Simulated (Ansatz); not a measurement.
# AlH6N3: the cost of one run

All numbers below are computed with Ansatz 0.2.0 (RKS PBE0-D4/6-31G).

## (1) Starting point

Bond lengths: N1–Al2 1.853 Å, Al2–N3 1.897 Å, Al2–N4 1.963 Å, N1–H5 1.073 Å, N1–H6 1.104 Å, N3–H7 1.104 Å, N3–H8 1.050 Å, N4–H9 1.116 Å, N4–H10 0.996 Å. Angles: N1–Al2–N3 118.2°, N1–Al2–N4 121.8°, N3–Al2–N4 119.9°, Al2–N1–H5 109.8°, Al2–N1–H6 107.9°, H5–N1–H6 102.2°, Al2–N3–H7 105.9°, Al2–N3–H8 107.0°, H7–N3–H8 102.5°, Al2–N4–H9 103.0°, Al2–N4–H10 105.9°, H9–N4–H10 106.5°.

Coordinates:

```xyz
10

N    -1.5081    0.1702   -1.0245
Al   -0.0676   -0.2021    0.0803
N     0.3323   -2.0189    0.4528
N     1.0759    1.2194    0.8063
H    -1.1867    0.7767   -1.8489
H    -2.1851    0.8533   -0.4822
H     1.2621   -2.0081    1.0480
H     0.6460   -2.4552   -0.4498
H     0.3605    1.8414    1.3954
H     1.3537    1.7719    0.0255
```

## (2) Relaxing end A

File input.yaml:

```yaml
crystal:
  periodic: [false, false, false]
  atoms:
    - { symbol: "N", position_ang: [-1.5081, 0.1702, -1.0245] }
    - { symbol: Al, position_ang: [-0.0676, -0.2021, 0.0803] }
    - { symbol: "N", position_ang: [0.3323, -2.0189, 0.4528] }
    - { symbol: "N", position_ang: [1.0759, 1.2194, 0.8063] }
    - { symbol: H, position_ang: [-1.1867, 0.7767, -1.8489] }
    - { symbol: H, position_ang: [-2.1851, 0.8533, -0.4822] }
    - { symbol: H, position_ang: [1.2621, -2.0081, 1.048] }
    - { symbol: H, position_ang: [0.646, -2.4552, -0.4498] }
    - { symbol: H, position_ang: [0.3605, 1.8414, 1.3954] }
    - { symbol: H, position_ang: [1.3537, 1.7719, 0.0255] }
basis:
  gaussian: { orbitals: "6-31G" }
hamiltonian:
  xc: pbe0
  dispersion: d4
relax:
  f_tol: 0.015
  max_steps: 40
```

On the command line:

```sh
> ansatz run input.yaml --threads 1 --pin off --max-ram 2048MiB --backend cpu --events-out ev --progress --plain --runs-dir out
```

What time and memory should one allow on 1 thread of Intel Xeon at 2.50GHz (Skylake/Cascade Lake), shared host?

About 70 s, with a peak of 0.13 GiB.
